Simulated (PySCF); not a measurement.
# [ZrO2]-: doublet, from a linear start

The task is one start of a wider search on [ZrO2]-: the doublet, from a linear start. It is relaxed, tested by its Hessian and followed downhill if it is a saddle.

The runs use PySCF 2.14.0; PBE, basis Zr def2-SVPD with ECP28, O def2-SVPD, scalar-relativistic core potentials, no spin–orbit coupling, density fitting.

### 1 Where the work starts

3 atoms, charge -1, spin multiplicity 2.

Bond lengths: Zr1–O2 1.840 Å, Zr1–O3 1.840 Å. Angles: O2–Zr1–O3 180.0°.

```xyz
3
charge -1 multiplicity 2
Zr    0.0000    0.0000    0.0000
O     0.0000    0.0000    1.8400
O     0.0000    0.0000   -1.8400
```

### 2 Linear start, doublet: relaxation

The steps below are one call of a driver around PySCF. For each, scf.py gives the equivalent set-up of the SCF; relaxations use the driver's own optimiser. Before each start the driver seeks the lowest SCF state from one or more starting densities and follows internal instabilities, so scf.py alone need not reach the same state.

The program finds D∞h symmetry in the start, which this walk keeps. Threshold on the gradient: 0.0003 Eh/bohr, with a further test on the energy change.

scf.py reads:

```python
from pyscf import gto, scf, dft
mol = gto.M(atom='''
Zr     0.000000     0.000000     0.000000
O      0.000000     0.000000     1.840000
O      0.000000     0.000000    -1.840000''',
    basis={'Zr': 'def2-SVPD', 'O': 'def2-SVPD'},
    ecp={'Zr': 'def2-SVPD'},
    charge=-1, spin=1)
mf = dft.UKS(mol, xc='PBE')
mf.grids.atom_grid = (50, 194)
aux = {'Zr': 'def2-universal-JKFIT', 'O': 'def2-universal-JKFIT'}
mf = mf.density_fit(auxbasis=aux)
mf.kernel()
```

After this run come: Is it a minimum? Harmonic modes; Leaving the saddle point; Vibrations and properties at this point.

Before running it: what results should come out? Wanted: minimum; geometry; wavenumbers; dipole moment; highest occupied, lowest empty level; polar-tensor charge of Zr1; zero-point energy; ⟨S²⟩.

As calculated:

```
                                          quantity                             value
                                           minimum                      doublet, C2v
                                          geometry  Zr–O 1.822 Å (×2); O–Zr–O 108.6°
                                wavenumbers (cm⁻¹)      277 (a1), 785 (b2), 848 (a1)
                    dipole moment (centre of mass)                            3.11 D
highest occupied, lowest empty level (either spin)                     0.46, 1.42 eV
                        polar-tensor charge of Zr1                           +0.77 e
                                 zero-point energy                       11.4 kJ/mol
                               entropy at 298.15 K                   275.7 J/(mol K)
                                              ⟨S²⟩                             0.754
```

From D∞h at the start the molecule goes to a C2v minimum, after a stop at a second-order saddle point 189.5 kJ/mol higher, from which it was pushed off along an imaginary mode. In the infrared the band at 785 cm⁻¹ (b2, stretch) leads. Most of the spin sits on Zr1 (Mulliken spin 1.21, against 1 for the whole molecule). Only this shape and spin were tried, so other structures or states may lie lower. The highest occupied level lies above zero: either self-interaction error lifts it or the extra electron is not bound, and the basis holds it in place. Open d and f shells are described by one determinant, and the ground state may have another occupation or spin.
